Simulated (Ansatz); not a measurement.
Write a Python script for Ansatz 0.2.0 through its Python package that makes a comparison of magnetic orders of YCoC, space group P4/mmm. Use (first run): PBEsol, PAW, cutoff 510 eV, 4×8×8 k-points, Fermi-Dirac smearing of 0.1 eV, collinear spin.

```
Y Co C
1.0
     3.56793    0.00000    0.00000
     0.00000    3.56793    0.00000
     0.00000    0.00000    3.61911
Y Co C
1 1 1
Direct
  0.00000 0.00000 0.00000
  0.50000 0.50000 0.50000
  0.50000 0.50000 0.00000
```

The script, `ycoc_orders.py`:
```python
# -*- coding: utf-8 -*-
import logging
import sys

import ansatz
import numpy as np

logging.basicConfig(stream=sys.stdout, format="%(levelname)s:%(name)s:%(message)s")
logger = logging.getLogger("ycoc")
logger.setLevel(logging.INFO)

FILLING = "fermi_dirac"
SIGMA = 0.1
KMESH = (4, 8, 8)
FUNCTIONAL = "pbesol"
ECUT = 510


def count_gap(report):
    # lowest empty less highest filled band, counting bands; zero where they overlap
    return max(report.get("gap_by_band_count_ev") or 0.0, 0.0)

CELL = [
    (7.135866, 0.0, 0.0),
    (0.0, 3.567933, 0.0),
    (0.0, 0.0, 3.619114),
]
ATOMS = [
    ("Y", (0.0, 0.0, 0.0)),
    ("Co", (0.25, 0.5, 0.5)),
    ("C", (0.25, 0.5, 0.0)),
    ("Y", (0.5, 0.0, 0.0)),
    ("Co", (0.75, 0.5, 0.5)),
    ("C", (0.75, 0.5, 0.0)),
]


def build(moments):
    crystal = ansatz.Crystal(lattice=ansatz.Lattice.of(CELL))
    for (symbol, position), moment in zip(ATOMS, moments):
        crystal = crystal.atom(symbol, position, moment=moment or None)
    return crystal

orders = {
    "FM": [0, 2.5, 0, 0, 2.5, 0],
    "AFM": [0, 2.5, 0, 0, -2.5, 0],
}

rows = []
for label, moments in orders.items():
    model = (
        build(moments).calculation()
        .occupations(FILLING, width=SIGMA)
        .kpoints(mesh=KMESH)
        .functional(FUNCTIONAL)
        .basis(ECUT)
        .spin("collinear")
        .band_table()
    )
    data = model.run().report
    rows.append((label, data["free_energy_ev"], data["magnetization_mub"], data["absolute_magnetization_mub"], max(abs(m) for m in data["site_moments_mub"]), count_gap(data)))
    print(label, "site moments:", [round(m, 2) for m in data["site_moments_mub"]])

lowest = min(row[1] for row in rows)
rows = [(row[0], 1000 * (row[1] - lowest) / 2, *row[2:]) for row in sorted(rows, key=lambda row: row[1])]
logger.info("         order  meV/magnetic atom         net muB    absolute muB  largest site muB  gap by band count eV")
for row in rows:
    logger.info(f"{str(row[0]):>14s}  {row[1]:17.2f}  {row[2]:14.3f}  {row[3]:14.3f}  {row[4]:16.3f}  {row[5]:20.3f}")
print("lowest of these starts:", rows[0][0])
```

`python ycoc_orders.py` gives:
```text
RunWarning: the starting moments were not kept: the SCF closed with an absolute magnetisation of 3.0e-5 μB, where they sum to 5 μB in size (2 sites). That is at most 0.1 of that sum. Measured as dr2_m measures the in/out step, that magnetisation stands 7.9e-10 eV from none, at or under the dr2_threshold of 1.0e-7 eV: [...]
FM site moments: [-0.0, 0.0, -0.0, -0.0, 0.0, -0.0]
AFM site moments: [0.0, 0.0, 0.0, -0.0, -0.0, -0.0]
INFO:ycoc:         order  meV/magnetic atom         net muB    absolute muB  largest site muB  gap by band count eV
INFO:ycoc:           AFM               0.00           0.000           0.000             0.000                 0.000
INFO:ycoc:            FM               0.00           0.000           0.000             0.000                 0.000
lowest of these starts: AFM
```
(Warnings from the package without file and line, shortened, repeats left out.)

Notes:
- The SCF didn't keep the moments it started from (some shrank, vanished or turned); what is printed is the state reached.
- The mesh is modest for a metal, so energies can be off by several to tens of meV an atom and pressures by half a GPa or more; differences at equal mesh fare better.
- A gap by band count of zero or less means overlapping bands, a metal.
- The structure comes from a database of computed cells and needn't be a stable or known phase.
- Gaps and levels are Kohn-Sham values on a finite set of k-points, without spin-orbit coupling.
- Each row is the state reached from that start at the given structure, not necessarily the lowest of its order; other orders weren't tried.
- Timing: 7.2 min on 1 thread of Arm Neoverse V1 (shared host), peak memory 1.1 GiB.
